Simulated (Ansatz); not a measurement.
# Cl2FGaH2O: the cost of one run

All numbers below are computed with Ansatz 0.2.0 (RKS CAM-B3LYP-D4/def2-SVP).

### 1 The system as given

Bond lengths: Ga1–O2 2.140 Å, O2–H3 1.010 Å, Ga1–Cl4 2.240 Å, Ga1–Cl5 2.240 Å, Ga1–F6 2.000 Å. Angles: Ga1–O2–H3 109.5°, O2–Ga1–Cl4 120.0°, O2–Ga1–Cl5 120.0°, O2–Ga1–F6 71.6°, Cl4–Ga1–Cl5 120.0°, Cl4–Ga1–F6 88.5°, Cl5–Ga1–F6 110.0°.

Structure file:

```xyz
7

Ga    0.0000    0.0000    0.0000
O     0.0000    0.0000    2.1400
H    -0.9095   -0.2814    2.4771
Cl    1.9398    0.0000   -1.1200
Cl   -1.9398    0.0000   -1.1200
F     0.4265    1.8494    0.6306
H     0.2831    1.2277    1.7126
```

### 2 A restrained relaxation towards end A

Springs on the bonds that form and break draw the guess towards this end; the thresholds are loose.

Input file input.yaml:

```yaml
crystal:
  periodic: [false, false, false]
  atoms:
    - { symbol: Ga, position_ang: [0.0, 0.0, 0.0] }
    - { symbol: O, position_ang: [0.0, 0.0, 2.14] }
    - { symbol: H, position_ang: [-0.9095, -0.2814, 2.4771] }
    - { symbol: Cl, position_ang: [1.9398, 0.0, -1.12] }
    - { symbol: Cl, position_ang: [-1.9398, 0.0, -1.12] }
    - { symbol: F, position_ang: [0.4265, 1.8494, 0.6306] }
    - { symbol: H, position_ang: [0.2831, 1.2277, 1.7126] }
basis:
  gaussian: { orbitals: def2-SVP }
hamiltonian:
  xc: cam_b3lyp
  dispersion: d4
relax:
  f_tol: 0.15
  max_steps: 25
  restrain:
    - { distance: [0, 5], at: 2.9, k: 30.0 }
    - { distance: [6, 1], at: 2.21, k: 30.0 }
    - { distance: [0, 1], at: 1.79, k: 30.0 }
    - { distance: [6, 5], at: 0.92, k: 30.0 }
```

Launch:

```bash
ansatz run input.yaml --threads 4 --pin off --max-ram 5120MiB --backend cpu --events-out ev --progress --plain --runs-dir out
```

What time and memory should one allow on 4 threads of Arm Neoverse V2, shared host?

About 20 s, with a peak of 0.3 GiB.
